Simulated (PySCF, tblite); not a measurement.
**C₃H₂F₃OS radical: geometry, infrared bands and EPR parameters**

Wanted: the infrared bands and EPR parameters of C₃H₂F₃OS radical (`[CH2]OC(=S)C(F)(F)F`), by calculation.

Computed with tblite 0.8.0 and PySCF 2.14.0, with density-fitted response routines of our own, on a single molecule in the gas phase. Atoms count from 0, in the outputs and in this text.

## (1) The molecule as given

10 atoms, charge 0, multiplicity 2; geometry from: force field or distance geometry start.

Bonds of the start (Å): C0–O1 1.39, O1–C2 1.35, C2–S3 1.66, C2–C4 1.52, C4–F5 1.36, C4–F6 1.37, C4–F7 1.37, C0–H8 1.08, C0–H9 1.08.

## (2) Relaxing the molecule with GFN2-xTB

The job: settings as JSON, then the geometry in Å.

```
{"job": {"kind": "relax", "xc": "GFN2-xTB", "basis": "xTB"}, "charge": 0, "multiplicity": 2}
C      1.325000    -0.605100    -0.948600
O      0.934300    -0.882400     0.353700
C     -0.126800    -0.287000     0.941300
S     -0.332600    -0.588700     2.563700
C     -1.057900     0.585500     0.123700
F     -2.179300     0.997300     0.777900
F     -1.506400    -0.037700    -1.010900
F     -0.434400     1.732500    -0.305300
H      2.003300    -1.354500    -1.325800
H      1.383600     0.444800    -1.192200
```

The run is started by

```console
OMP_NUM_THREADS=1 python probes_run.py task.json out
```

This one command runs all jobs of the session in turn.

Standard output:

```text
step      E/eV     max force
  0    -784.93069    2.486
  1    -785.10451    0.990
  2    -785.15361    0.745
  3    -785.20423    0.653
  4    -785.24377    0.475
  5    -785.26139    0.307
  6    -785.26928    0.250
  7    -785.27431    0.251
  8    -785.27879    0.261
  9    -785.28680    0.275
 10    -785.29679    0.300
 11    -785.30823    0.314
 12    -785.32020    0.311
 13    -785.33210    0.346
 14    -785.34433    0.329
 15    -785.35495    0.265
 16    -785.36184    0.260
 17    -785.36807    0.222
 18    -785.37467    0.304
 19    -785.37934    0.289
 20    -785.38379    0.242
 21    -785.38779    0.360
 22    -785.39042    0.128
 23    -785.39237    0.119
 24    -785.39354    0.122
 25    -785.39418    0.077
 26    -785.39458    0.064
 27    -785.39491    0.057
 28    -785.39519    0.049
 29    -785.39546    0.055
 30    -785.39577    0.054
 31    -785.39616    0.059
 32    -785.39653    0.056
 33    -785.39679    0.051
 34    -785.39697    0.046
 35    -785.39715    0.038
 36    -785.39734    0.039
 37    -785.39749    0.037
 38    -785.39759    0.029
 39    -785.39767    0.025
 40    -785.39774    0.023
 41    -785.39781    0.021
 42    -785.39786    0.021
 43    -785.39791    0.022
 44    -785.39796    0.020
 45    -785.39802    0.025
 46    -785.39809    0.029
 47    -785.39821    0.037
 48    -785.39838    0.050
 49    -785.39858    0.053
 50    -785.39874    0.038
 51    -785.39882    0.021
 52    -785.39884    0.009
```

Run time: 0.84 s. Hardware: 1 thread of Intel Xeon at 2.50GHz, shared host.

Along the way: (not every step is listed)

| step | energy from step 0 (eV) | largest force (eV/Å) |
| --- | --- | --- |
| 0 | 0.0000 | 2.4856 |
| 1 | -0.1738 | 0.9898 |
| 2 | -0.2229 | 0.7450 |
| 3 | -0.2735 | 0.6526 |
| 4 | -0.3131 | 0.4751 |
| 5 | -0.3307 | 0.3065 |
| 6 | -0.3386 | 0.2496 |
| 7 | -0.3436 | 0.2513 |
| 8 | -0.3481 | 0.2613 |
| 11 | -0.3775 | 0.3137 |
| 14 | -0.4136 | 0.3292 |
| 17 | -0.4374 | 0.2215 |
| 20 | -0.4531 | 0.2425 |
| 23 | -0.4617 | 0.1189 |
| 26 | -0.4639 | 0.0639 |
| 29 | -0.4648 | 0.0552 |
| 32 | -0.4658 | 0.0556 |
| 35 | -0.4665 | 0.0375 |
| 38 | -0.4669 | 0.0286 |
| 41 | -0.4671 | 0.0214 |
| 44 | -0.4673 | 0.0196 |
| 47 | -0.4675 | 0.0370 |
| 48 | -0.4677 | 0.0504 |
| 49 | -0.4679 | 0.0533 |
| 50 | -0.4680 | 0.0385 |
| 51 | -0.4681 | 0.0208 |
| 52 | -0.4681 | 0.0095 |

Close pairs (by a distance rule), those that changed most:

| bond | before (Å) | after (Å) | change (Å) |
| --- | --- | --- | --- |
| C0–O1 | 1.388 | 1.296 | -0.092 |
| C4–F5 | 1.362 | 1.323 | -0.039 |
| O1–C2 | 1.351 | 1.325 | -0.027 |
| C4–F7 | 1.374 | 1.351 | -0.023 |
| C4–F6 | 1.370 | 1.351 | -0.019 |
| C2–S3 | 1.663 | 1.652 | -0.011 |
| C0–H8 | 1.079 | 1.075 | -0.004 |
| C0–H9 | 1.079 | 1.077 | -0.002 |

The end geometry stands in the next job.

## (3) Vibrational analysis with GFN2-xTB

The job: settings as JSON, then the geometry in Å.

```
{"job": {"kind": "ir", "xc": "GFN2-xTB", "basis": "xTB"}, "charge": 0, "multiplicity": 2}
C      1.388093    -0.595899    -0.859614
O      0.946128    -0.809058     0.339539
C     -0.131385    -0.309700     0.926154
S     -0.481229    -0.742483     2.481770
C     -1.016234     0.646405     0.149677
F     -2.055652     1.065858     0.853333
F     -1.498087     0.081285    -0.978853
F     -0.339242     1.742773    -0.255698
H      2.289453    -1.127598    -1.106386
H      0.907038     0.053071    -1.572450
```

Standard output:

```text
mode    cm-1     km/mol
  1      57.8      1.76
  2     170.0      5.38
  3     172.6      1.00
  4     195.6      2.58
  5     220.8      0.79
  6     328.0      3.32
  7     416.1      3.84
  8     435.5      3.58
  9     478.3      6.88
 10     479.6     29.06
 11     529.9      1.17
 12     583.1      0.02
 13     658.2     46.86
 14     699.2     12.65
 15     987.0    107.22
 16    1003.1    316.89
 17    1070.2     81.57
 18    1099.7     21.23
 19    1151.6    163.31
 20    1195.0     54.72
 21    1344.0     39.97
 22    1397.9     37.79
 23    3095.0     38.30
 24    3153.2      3.78
```

Wall time 0.53 s (1 thread of Intel Xeon at 2.50GHz, shared host).

The strongest bands and the atoms that carry them (share of the mass-weighted mode):

```
cm⁻¹  km/mol                               atoms
 658    46.9           H9 47 %, H8 27 %, C0 24 %
 987   107.2           C2 29 %, C4 25 %, F6 10 %
1003   316.9           C4 74 %, F7 13 %, F6 12 %
1070    81.6           C4 42 %, H8 17 %, C2 13 %
1152   163.3  C4 34 %, O1 15 %, H9 14 %, H8 13 %
1195    54.7                    C4 40 %, C2 33 %
1344    40.0  O1 48 %, C0 14 %, C2 13 %, H8 12 %
3095    38.3                    H9 68 %, H8 28 %
```

## (4) g tensor and hyperfine couplings: B3LYP/pcH-1

Same as in step 3 but for these lines:

```diff
@@ -1,2 +1,2 @@
-{"job": {"kind": "ir", "xc": "GFN2-xTB", "basis": "xTB"}, "charge": 0, "multiplicity": 2}
+{"job": {"kind": "epr", "basis": "pcH-1"}, "charge": 0, "multiplicity": 2}
 C      1.388093    -0.595899    -0.859614
```

Level: UKS B3LYP, pcH-1 on C F H O S, non-relativistic, mean-field spin-orbit, GIAO.

Standard output:

```text
UKS, coarse grid
  cycle   1  E = -888.18444711  |g| = 7.63e-01
  cycle   2  E = -887.61141589  |g| = 1.44e+00
  cycle   3  E = -888.37239393  |g| = 2.22e-01
  cycle   4  E = -888.38894164  |g| = 1.25e-01
  cycle   5  E = -888.39709930  |g| = 2.41e-02
  cycle   6  E = -888.39737503  |g| = 1.18e-02
  cycle   7  E = -888.39748887  |g| = 4.27e-03
  cycle   8  E = -888.39753230  |g| = 2.77e-03
  cycle   9  E = -888.39754636  |g| = 1.48e-03
  cycle  10  E = -888.39754744  |g| = 6.50e-04
UKS, final grid
  cycle   1  E = -888.39763947  |g| = 7.41e-04
  cycle   2  E = -888.39763929  |g| = 1.32e-03
  cycle   3  E = -888.39763988  |g| = 1.42e-04
  cycle   4  E = -888.39763992  |g| = 1.42e-04
  cycle   5  E = -888.39763996  |g| = 6.71e-05
  cycle   6  E = -888.39763997  |g| = 1.46e-05
E = -888.39763997 Eh   <S^2> = 0.7719 (exact 0.7500)
g shifts (ppm)      1          2          3
  rmc          -179       -179       -179
  gc            -10         34         44
  oz_so         161       3895      16874
  total         -28       3750      16739
hyperfine (MHz)  atom isotope    a_iso     a_fc   dipolar eigenvalues
    0   13C      75.08      75.24    -70.10    -66.88    136.99
    1   17O       2.97       2.85     -8.38      3.17      5.20
    2   13C      -2.77      -2.86     -1.78      0.26      1.53
    3   33S       6.45       5.64    -29.73    -28.99     58.72
    4   13C      -1.06      -1.05     -0.66     -0.21      0.87
    5   19F      -2.61      -2.66     -5.05      1.89      3.16
    6   19F      -9.52      -9.51     -7.91      0.34      7.58
    7   19F      -9.48      -9.48     -7.78      0.39      7.38
    8    1H     -57.03     -57.04    -32.05     -0.47     32.53
    9    1H     -56.91     -56.90    -31.62     -0.54     32.16
```

Run time: 2.1 min. Hardware: 1 thread of Intel Xeon at 2.50GHz, shared host; peak memory 0.92 GiB.

Principal g values 2.00229, 2.00607, 2.01906; g(iso) = 2.00914, against 2.00232 for a free electron.

Hyperfine couplings; where a row names several nuclei, a(iso) is their mean (it holds for fast rotation or exchange) and the dipolar term the largest among them:

| nuclei | isotope | a(iso) (MHz) | a(iso) (G, at g = 2.0023) | largest dipolar term (MHz) |
| --- | --- | --- | --- | --- |
| C0 | 13C | 75.1 | 26.8 | 137.0 |
| H8, H9 | 1H | -57.0 | -20.3 | 32.5 |
| F5, F6, F7 | 19F | -7.2 | -2.6 | -7.9 |
| S3 | 33S | 6.5 | 2.3 | 58.7 |
| O1 | 17O | 3.0 | 1.1 | -8.4 |
| C2 | 13C | -2.8 | -1.0 | -1.8 |
| C4 | 13C | -1.1 | -0.4 | 0.9 |

Mulliken spin populations:

| atom | value (e) |
| --- | --- |
| C0 | 0.82 |
| O1 | -0.02 |
| C2 | -0.04 |
| S3 | 0.33 |
| C4 | 0.00 |
| F5 | 0.00 |
| F6 | 0.00 |
| F7 | 0.00 |
| H8 | -0.04 |
| H9 | -0.04 |

In first order the couplings over 0.8 MHz of 1H, 19F give 12 distinct lines over 48.4 G, if the averaged nuclei exchange fast.

Orbitals, density, ELF and potential are computed afterwards from the orbital file.

ELF in a plane through or near 8 of the atoms.

Ten even steps from '0' (0.00) to '9' (1.00):
```
0000000000000000000000000000
0000000000000023210000000000
0000000000001467753100000000
0000000000002789987641000000
0000000000000689635874200000
0000000002330156572997510000
0000000005784137224997510000
0000388303866623855410000000
0000899953745825420010000000
0002999973275359943786300000
0000799956240037237547500000
0000022269991013136887500000
0000000189990001321575300000
0000000079970000000021000000
0000000015510000000000000000
0000000000000000000000000000
0000000000000000000000000000
0000000000000000000000000000
0000000000000000000000000000
0000000000000000000000000000
```
The map spans 10.7 Å across and 9.8 Å up, centred on the molecule. Atoms in the plane (x, y in Å): C0 (-1.7, 0.0), O1 (-0.9, 0.9), C2 (0.4, 0.9), S3 (1.3, 2.3), C4 (1.1, -0.5), F5 (2.4, -0.4), H8 (-2.8, 0.3), H9 (-1.5, -1.1).

On the surface of density 0.002 e/bohr³ the electrostatic potential runs, from the 1st to the 99th percentile, from -0.91 V near S3 to 1.60 V near H8.

The spin density lies nearest to C0 48 %; S3 26 %; H8, H9 about 8 % each.

## (5) What came out

```
                                 quantity                  value
strongest single infrared mode (GFN2-xTB)  1003 cm⁻¹, 317 km/mol
             zero-point energy (GFN2-xTB)          29.9 kcal/mol
                           g(iso) (B3LYP)                2.00914
                                     ⟨S²⟩     0.772 (exact 0.75)
       largest a(iso) (averaged by class)    13C on C0, 75.1 MHz
    surface potential, 1st and 99th percentile     -0.91 V and 1.60 V
```

What this shows: Over 52 steps the energy fell by 0.468 eV; of the close pairs, C0–O1 changed most, 1.388 to 1.296 Å. No mode is imaginary among the 24: a minimum at this level. The strongest single mode, at 1003 cm⁻¹, moves mainly C4. GFN2-xTB is a fitted tight-binding method: band positions and strengths are rough. Its intensities can rank the bands wrongly. The largest share of the spin, 0.82 e, sits on C0. The isotropic g lies 6.8 ppt above the free-electron value.
